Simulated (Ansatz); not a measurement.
**Ti3O4: further runs on the relaxed cell**

One table from this session's results is given with a row withheld; the runs are named, their logs left out.

Computed with Ansatz 0.2.0 (DFT PBEsol, scalar-relativistic, plane waves, PAW, unless a step's input says otherwise).

## Starting point

The structure is tetragonal, space group I4/mmm (No. 139). The conventional cell has a = 4.100 Å, b = 4.100 Å, c = 8.098 Å, α = 90.00°, β = 90.00°, γ = 90.00°. Around Ti (site symmetry -4m2) lie 6 O at 2.02 to 2.05 Å. Around Ti (site symmetry 4/mmm) lie 6 O at 2.05 to 2.08 Å. Around O (site symmetry mmm) lie 4 Ti at 2.02 to 2.05 Å. O (site symmetry 4mm) has 5 Ti at 2.05 to 2.08 Å as nearest neighbours.

Coordinates:

```xyz
7
Lattice="-2.0500 2.0500 4.0489 2.0500 -2.0500 4.0489 2.0500 2.0500 -4.0489" Properties=species:S:1:pos:R:3 pbc="T T T"
Ti    2.0500    0.0000    2.0244
Ti    0.0000    0.0000    4.0489
Ti    0.0000    2.0500    2.0244
O     2.0500    0.0000    0.0000
O     0.0000    0.0000    1.9653
O     0.0000    2.0500    0.0000
O     0.0000    0.0000    6.1325
```

It goes back to an entry of the Materials Project, which need not be the stable form.

This cell was relaxed beforehand with the same method: volume 9.72 Å³/atom, gap on the mesh none (metal).

Set-up of the first run:

Input file input.yaml:

```yaml
crystal:
  lattice:
    - [-2.0293278124, 2.0293278124, 4.0079708173]
    - [2.0293278124, -2.0293278124, 4.0079708173]
    - [2.0293278124, 2.0293278124, -4.0079708173]
  atoms:
    - { symbol: Ti, position: [0.25, 0.75, 0.5] }
    - { symbol: Ti, position: [0.5, 0.5, 0.0] }
    - { symbol: Ti, position: [0.75, 0.25, 0.5] }
    - { symbol: O, position: [0.0, 0.5, 0.5] }
    - { symbol: O, position: [0.2426947642, 0.2426947642, 0.0] }
    - { symbol: O, position: [0.5, 0.0, 0.5] }
    - { symbol: O, position: [0.7573052358, 0.7573052358, 0.0] }
basis:
  ecutwfc: 420
kpoints:
  mp_grid: { grid: [12, 12, 12] }
hamiltonian:
  xc: pbesol
scf:
  occupations: { method: gaussian, width: 0.1 }
output:
  forces: true
  stress: true
  eigenvalues: true
relax:
  adjacent_minimum: "off"
  f_tol: 0.01
  max_steps: 30
  cell: { stress_tol: 0.1, fix: [volume] }
```

Started as:

```
$ ansatz run input.yaml --threads 2 --pin off --max-ram 5120MiB --backend cpu --events-out ev --progress --plain --runs-dir out
```

Among the steps run: The cell scaled to 0.97 of its volume; Point at V/V0 = 1.03; Volume × 0.94; Point at V/V0 = 1.06; The cell scaled to 0.91 of its volume; Volume × 1.10; Point at V/V0 = 0.88.

One table of the session follows, with a row left open; its other results are not shown here.

It belongs to the step «Energy against volume». 

```
volume (Å³/atom)  energy above the lowest point (meV/atom)  pressure (GPa)
           8.557                                     128.6           39.58
           8.848                                      68.2           27.18
           9.140                                      28.6           16.63
           9.432                                       6.7            7.64
           9.723                                       0.0           -0.01
          10.015                                       6.1           -6.51
          10.307                                         ?               ?
          10.696                                      60.2          -18.16
```

Q: Estimate the row for volume (Å³/atom) = 10.307 from the others.

Worked estimate for «energy above the lowest point (meV/atom)». A straight line through the neighbours (10.015, 6.1) and (10.696, 60.2) gives 6.1 + (60.2 − 6.1) × (10.307 − 10.015) / (10.696 − 10.015) = 29.3; a parabola fitted to 3 rows on both sides gives 22.5.

As computed: energy above the lowest point (meV/atom): 23.2; pressure (GPa): -12.05. In «energy above the lowest point (meV/atom)» the line misses by +6.1 and the parabola by -0.7.

Caveats from the session: Spin polarisation is off in the runs that give these values; a magnetic solution could lie lower.
